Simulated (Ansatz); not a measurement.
# Be2Te: the cost of one run

Method: DFT PBE, scalar-relativistic, plane waves, PAW, in Ansatz 0.2.0.

## Step 1: The system as given

Symmetry: P4_2/mnm, No. 136, tetragonal system. Conventional cell: a = 5.413 Å, b = 5.413 Å, c = 3.487 Å, α = 90.00°, β = 90.00°, γ = 90.00°. Around Be (site symmetry m2m) lie 3 Te at 2.29 to 2.34 Å. Around Te (site symmetry mmm) lie 6 Be at 2.29 to 2.34 Å.

Coordinates:

```
Be Te
1.0
     5.41340    0.00000    0.00000
     0.00000    5.41340    0.00000
     0.00000    0.00000    3.48678
Be Te
4 2
Cartesian
  1.6565 1.6565 0.0000
  1.0502 4.3632 1.7434
  3.7569 3.7569 0.0000
  4.3632 1.0502 1.7434
  0.0000 0.0000 0.0000
  2.7067 2.7067 1.7434
```

(A quick probe on a coarse mesh, which set the mesh and smearing, is not shown.)

## Step 3: A loose first relaxation

Contents of input.yaml:

```yaml
crystal:
  lattice:
    - [5.4134036049, 0.0, 0.0]
    - [0.0, 5.4134036049, 0.0]
    - [0.0, 0.0, 3.4867786824]
  atoms:
    - { symbol: Be, position: [0.306, 0.306, 0.0] }
    - { symbol: Be, position: [0.194, 0.806, 0.5] }
    - { symbol: Be, position: [0.694, 0.694, 0.0] }
    - { symbol: Be, position: [0.806, 0.194, 0.5] }
    - { symbol: Te, position: [0.0, 0.0, 0.0] }
    - { symbol: Te, position: [0.5, 0.5, 0.5] }
basis:
  ecutwfc: 420
kpoints:
  mp_grid: { grid: [4, 4, 6] }
hamiltonian:
  xc: pbe
scf:
  occupations: { method: gaussian, width: 0.1 }
  lower_state_search: "off"
output:
  forces: true
  stress: true
  eigenvalues: true
relax:
  adjacent_minimum: "off"
  f_tol: 0.04
  max_steps: 70
  cell: { stress_tol: 0.4 }
```

Run with:

```sh
$ ansatz run input.yaml --threads 1 --pin off --max-ram 2560MiB --backend cpu --events-out ev --progress --plain --runs-dir out
```

What time and memory should one allow on 1 thread of Arm Neoverse V1, shared host?

About 28 s, with a peak of 0.39 GiB.
